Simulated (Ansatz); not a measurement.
**CH5BClNO: a ladder of functionals and wavefunction methods**

The task here is to estimate one member of a computed series from the others.

Program: Ansatz 0.2.0, Gaussian basis. Level of theory: functionals in def2-TZVPP, the program's frozen cores in correlated methods. These are calculated values, not measurements.

The runs, in order: PBE-D4, r2SCAN-D4, PBE0-D4, B3LYP-D4, ωB97X-V, ωB97M-V, B2PLYP; CCSD(T)/def2-TZVPP; MP2/def2-QZVPP; extrapolation to the limit.

### The relaxed structure

An earlier PBE0-D4 in a triple-zeta def2 set relaxation fixed the geometry.

SMILES `OCNBCl`, 10 atoms, charge 0, spin multiplicity 1.

Atoms are counted from 1 here; the program's logs count them from 0.

Bond lengths: O1–C2 1.403 Å, O1–H6 0.961 Å, C2–N3 1.441 Å, C2–H7 1.089 Å, C2–H8 1.097 Å, N3–B4 1.390 Å, N3–H9 1.008 Å, B4–Cl5 1.763 Å, B4–H10 1.192 Å. Angles: C2–O1–H6 109.1°, O1–C2–N3 113.9°, O1–C2–H7 105.8°, O1–C2–H8 111.0°, N3–C2–H7 108.6°, N3–C2–H8 108.6°, H7–C2–H8 108.8°, C2–N3–B4 128.0°, C2–N3–H9 115.0°, B4–N3–H9 117.0°, N3–B4–Cl5 121.2°, N3–B4–H10 120.3°, Cl5–B4–H10 118.5°.

Set-up of the first run:

in.yaml reads:

```yaml
crystal:
  periodic: [false, false, false]
  atoms:
    - {symbol: O, position_ang: [-0.669803, 1.415381, 1.011066]}
    - {symbol: C, position_ang: [-0.503254, 0.033582, 0.836010]}
    - {symbol: N, position_ang: [0.561431, -0.315014, -0.070012]}
    - {symbol: B, position_ang: [0.481405, -0.533840, -1.440577]}
    - {symbol: Cl, position_ang: [-1.064386, -0.471335, -2.286889]}
    - {symbol: H, position_ang: [0.105556, 1.772329, 1.452119]}
    - {symbol: H, position_ang: [-1.443384, -0.327647, 0.422867]}
    - {symbol: H, position_ang: [-0.323180, -0.465824, 1.795441]}
    - {symbol: H, position_ang: [1.475727, -0.374431, 0.350587]}
    - {symbol: H, position_ang: [1.463087, -0.784301, -2.067714]}
basis:
  gaussian: {orbitals: def2-TZVPP}
hamiltonian: {xc: pbe, dispersion: d4}
output: {forces: true, orbitals: {seedname: orbitals}}
```

On the command line:

```bash
$ ansatz run in.yaml --threads 4 --pin off --events-out ev --progress --plain --max-ram 10444MiB
```

Steps of the session up to this table: PBE-D4 (GGA); r2SCAN-D4 (meta-GGA); PBE0-D4 (hybrid); B3LYP-D4 (hybrid); ωB97X-V (range-separated); ωB97M-V (range-separated); B2PLYP (double hybrid); CCSD(T) in def2-TZVPP; MP2 in def2-QZVPP.

One of the session's tables, all rows but one given; the rest of the session is left out.

```
            method  atomisation energy (kJ/mol)
            PBE-D4                       3892.9
         r2SCAN-D4                       3797.6
           PBE0-D4                       3806.6
          B3LYP-D4                       3791.4
           ωB97X-V                       3797.6
           ωB97M-V                       3809.8
            B2PLYP                       3751.2
     HF/def2-TZVPP                       2697.5
    MP2/def2-TZVPP                       3763.1
   CCSD/def2-TZVPP                            ?
CCSD(T)/def2-TZVPP                       3674.0
           MP2/CBS                       3868.2
       CCSD(T)/CBS                       3779.0
```

Q: Estimate the row for CCSD/def2-TZVPP from the others.

**Answer.** atomisation energy (kJ/mol): 3611.3. In the column «atomisation energy (kJ/mol)» it lies between HF/def2-TZVPP (2697.5) and CCSD(T)/def2-TZVPP (3674.0).
